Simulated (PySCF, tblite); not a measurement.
**C₄H₇N₃Si: geometry, infrared bands and NMR shifts**

What infrared bands and NMR shifts should C₄H₇N₃Si (`C=Cn1ncc([SiH3])n1`) show?

Programs: tblite 0.8.0 and PySCF 2.14.0, with density-fitted response routines of our own. Each step states its level of theory. These are calculated values for one molecule in the gas phase, unless marked as measured. Atoms count from 0, in the outputs and in this text.

**1. The starting structure**

15 atoms, charge 0, multiplicity 1; geometry from: force field or distance geometry start.

Bonds of the start (Å): C0–C1 1.30, C1–N2 1.43, N2–N3 1.31, N3–C4 1.33, C4–C5 1.38, C5–Si6 1.83, C5–N7 1.34, N7–N2 1.34, C0–H8 1.09, C0–H9 1.10, C1–H10 1.08, C4–H11 1.08, Si6–H12 1.48, Si6–H13 1.46, Si6–H14 1.48.

**2. Geometry optimisation with GFN2-xTB**

What the job is given:

```
{"job": {"kind": "relax", "xc": "GFN2-xTB", "basis": "xTB"}, "charge": 0, "multiplicity": 1}
C     -3.292100    -0.199800    -0.297500
C     -2.189800     0.418500    -0.585000
N     -0.888400     0.022600    -0.128600
N     -0.593200    -1.008800     0.630000
C      0.717200    -1.049700     0.843100
C      1.248400     0.025200     0.152700
Si     3.000100     0.537500     0.028600
N      0.238800     0.685400    -0.435000
H     -3.389300    -1.091600     0.316000
H     -4.230600     0.212600    -0.703300
H     -2.241100     1.302500    -1.207200
H      1.302700    -1.758300     1.411000
H      3.808700    -0.695700    -0.012400
H      3.168900     1.244000    -1.242600
H      3.335200     1.363600     1.208300
```

Started as:

```
$ OMP_NUM_THREADS=1 python probes_run.py task.json out
```

One launch serves the whole session: the jobs run in the order shown.

**Question.** This job is followed by: GFN2-xTB harmonic vibrations, gas phase; GIAO PBE0/pcSseg-1 NMR shielding, non-relativistic, gas phase. Predict these results of the whole session: strongest single infrared mode (GFN2-xTB); zero-point energy (GFN2-xTB); 13C shifts against TMS (PBE0/pcSseg-1); 1H shifts against TMS (PBE0/pcSseg-1, means over atoms taken as alike); 15N shifts against NH3 (PBE0/pcSseg-1); 29Si shifts against TMS (PBE0/pcSseg-1).

As calculated:

```
                                                              quantity                             value
                             strongest single infrared mode (GFN2-xTB)              790 cm⁻¹, 456 km/mol
                                          zero-point energy (GFN2-xTB)                     64.8 kcal/mol
                                13C shifts against TMS (PBE0/pcSseg-1)    147.8, 141.6, 139.4, 110.3 ppm
1H shifts against TMS (PBE0/pcSseg-1, means over atoms taken as alike)  7.89, 7.55, 6.58, 5.35, 4.57 ppm
                                15N shifts against NH3 (PBE0/pcSseg-1)           381.9, 349.9, 298.2 ppm
                               29Si shifts against TMS (PBE0/pcSseg-1)                         -84.7 ppm
```

Over 33 steps the energy fell by 0.399 eV; of the close pairs, C1–N2 changed most, 1.435 to 1.384 Å. No mode is imaginary among the 39: a minimum at this level. The strongest single mode, at 790 cm⁻¹, moves mainly H12 and H14. GFN2-xTB is a fitted tight-binding method: band positions and strengths are rough. Its intensities can rank the bands wrongly. NICS(1)zz of -32 ppm above the planar ring from N2 marks a diatropic (aromatic) ring current.
